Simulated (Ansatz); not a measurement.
Crystal: Y3F.

```
Y F
1.0
     6.26665    0.00000    0.00000
    -3.13333    5.42708    0.00000
     0.00000    0.00000    3.36199
Y F
3 1
Direct
  0.50000 0.00000 0.00000
  0.00000 0.50000 0.00000
  0.50000 0.50000 0.00000
  0.00000 0.00000 0.00000
```

The cell was built by a generator and needn't be a form met in nature.

| Quantity | Value |
| --- | --- |
| Program | Ansatz 0.2.0 |
| Task | relaxation of cell and atoms |
| Functional | BLYP |
| Potentials or basis | Ansatz PAW |
| Cutoff | 420 eV (not typed: the program's choice for these potentials) |
| k mesh | 4 × 4 × 6 |
| Occupations | fermi-dirac, width 0.05 eV |
| Spin | no spin polarisation |

At the start: volume 28.58 Å³/atom.

Task: Where does the relaxation end?

Result: It ends after 6 steps and the volume is 29.87 Å³/atom (+4.5 %); space group P6/mmm (No. 191, to 0.05 Å).

The path:
```csv
step,energy change (eV),largest force (eV/Å),volume (Å³)
1,0.0000,0.0000,114.34
2,-0.0135,0.0000,119.73
3,-0.0143,0.0000,119.16
4,-0.0197,0.0000,119.16
5,-0.0195,0.0000,119.47
6,-0.0199,0.0000,119.47
```

Final structure:
```
Y F
1.0
     6.36117    0.00000    0.00000
    -3.18059    5.50894    0.00000
     0.00000    0.00000    3.40917
Y F
3 1
Direct
  0.50000 0.00000 0.00000
  0.00000 0.50000 0.00000
  0.50000 0.50000 0.00000
  0.00000 0.00000 0.00000
```

Caveat: the plane-wave basis is chosen anew once the cell has moved, so the energies of steps on either side of that aren't comparable; the PAW data sets come from PBE, with cores solved anew for the run's functional, which leaves a small shift of forces and pressure.
